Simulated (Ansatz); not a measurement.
# WBrF4: the cost of one run

Method: DFT PBE, scalar-relativistic, plane waves, PAW, in Ansatz 0.2.0.

1 further run of the same task is left out (it didn't finish). Runs told in other sessions of the task aren't counted.

### Step 1. The starting structure

Symmetry: P4/mmm, No. 123, tetragonal system. The conventional cell has a = 3.702 Å, b = 3.702 Å, c = 6.724 Å, α = 90.00°, β = 90.00°, γ = 90.00°. W (site symmetry 4/mmm) is surrounded by 2 F at 1.81 Å. Br (site symmetry 4/mmm) has 2 F at 2.06 Å in its first shell of neighbours. Around F (site symmetry 4mm) lie 1 Br at 2.06 Å. Around F (site symmetry 4mm) lie 1 W at 1.81 Å.

As a file:

```xyz
6
Lattice="3.7018 0.0000 0.0000 0.0000 3.7018 0.0000 0.0000 0.0000 6.7235" Properties=species:S:1:pos:R:3 pbc="T T T"
W     1.8509    1.8509    3.3618
Br    0.0000    0.0000    0.0000
F     0.0000    0.0000    4.6677
F     1.8509    1.8509    1.5477
F     1.8509    1.8509    5.1758
F     0.0000    0.0000    2.0559
```

The cell was relaxed beforehand at this level, from a database cell with other species swapped in; it needn't be the stable form of this composition. At a tolerance of 0.05 Å it has space group P4/mmm (No. 123); it has 15.36 Å³/atom, an uncorrected energy of -0.89 eV/atom over the elements.

### Step 2. Bands, states and charges

Input file input.yaml:

```yaml
crystal:
  lattice:
    - [3.7017914639, 0.0, 0.0]
    - [0.0, 3.7017914639, 0.0]
    - [0.0, 0.0, 6.7235242202]
  atoms:
    - { symbol: W, position: [0.5, 0.5, 0.5], spin: 0.53 }
    - { symbol: Br, position: [0.0, 0.0, 0.0] }
    - { symbol: F, position: [0.0, 0.0, 0.6942280566] }
    - { symbol: F, position: [0.5, 0.5, 0.2301891369] }
    - { symbol: F, position: [0.5, 0.5, 0.7698108631] }
    - { symbol: F, position: [0.0, 0.0, 0.3057719434] }
basis:
  ecutwfc: 420
kpoints:
  mp_grid: { grid: [10, 10, 6] }
  band_path:
    path:
      - [[0.0, 0.0, 0.0], [0.0, 0.5, 0.0], [0.5, 0.5, 0.0], [0.0, 0.0, 0.0], [0.0, 0.0, 0.5], [0.0, 0.5, 0.5], [0.5, 0.5, 0.5], [0.0, 0.0, 0.5]]
      - [[0.0, 0.5, 0.0], [0.0, 0.5, 0.5]]
      - [[0.5, 0.5, 0.0], [0.5, 0.5, 0.5]]
    npoints: 14
hamiltonian:
  xc: pbe
scf:
  occupations: { method: gaussian, width: 0.1 }
  n_extra_bands: 15
output:
  forces: true
  stress: true
  eigenvalues: true
  populations: true
  dos: { projected: true, de: 0.02, nscf_kmesh: { grid: [12, 12, 8] } }
  bader: true
  write_density: true
  write_potential: true
  elf: true
  volumetric_format: npy
magnetization:
  spin_polarized: true
checkpoint:
  read: start.run
  write: ck
  compress: false
  write_wavefunctions: false
  write_every: 100000
```

The run is started by

```console
ansatz run input.yaml --threads 1 --pin off --max-ram 2560MiB --backend cpu --events-out ev --progress --plain --runs-dir out
```

Q: Estimate wall time and peak memory on 1 thread of AMD EPYC (Zen 3), shared host.

About 3.4 min, with a peak of 0.69 GiB.
